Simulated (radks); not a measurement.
# Se³⁺ in [Ar] 3d10 4s2 4p1: an all-electron calculation

One table from this session's results is given with a row withheld; the runs are named, their logs left out.

Program: radks (a radial shooting solver on a logarithmic mesh, Libxc functionals) version 1. Level of theory: Dirac Kohn-Sham, Wu-Cohen GGA, spin-unpolarised, spherical densities, point nucleus; open shells are shared between the two j in proportion to 2j + 1. These are calculated values, not measurements, unless marked.

**The system**

* element: selenium (Z = 34)
* charge: +3
* electrons: 31
* configuration: [Ar] 3d10 4s2 4p1

The outer shells:

Se³⁺
```
[Ar] core
3d [↑↓][↑↓][↑↓][↑↓][↑↓]
4s [↑↓]
4p [↑ ][  ][  ]
```

The first run:

Input:

```text
Z 34
configuration [Ar] 3d10 4s2 4p1
relativity Dirac
functional wc,pbe
spin unpolarised
j_filling average
nucleus point
c 137.035999084
```

Launch:

```bash
$ python run_ks.py task.json out
```

This one command runs every case of the session in turn.

One of the session's tables, all rows but one given; the rest of the session is left out.

It belongs to the step «Shells». Radial moments (bohr):

```
level      <r>  outermost maximum (interpolated)  90 % within  nodes
1s1/2  0.04409                            0.0288       0.0788      0
2s1/2   0.1957                             0.165        0.303      1
2p1/2   0.1685                             0.130        0.276      0
2p3/2   0.1723                             0.133        0.281      0
3s1/2   0.5739                             0.502        0.856      2
3p1/2   0.5820                             0.494        0.891      1
3p3/2   0.5925                             0.503        0.907      1
3d3/2   0.6242                             0.450         1.03      0
3d5/2   0.6284                             0.453         1.04      0
4s1/2    1.636                              1.45         2.39      3
4p1/2    1.857                              1.62         2.74      2
4p3/2        ?                                 ?            ?      ?
```

**Question.** Estimate the row for 4p3/2.

**Answer.** <r>: 1.883; outermost maximum (interpolated): 1.64; 90 % within: 2.78; nodes: 2. In the column «<r>» it is the highest.

Limits of these values: Spin polarisation and multiplet splitting are left out.
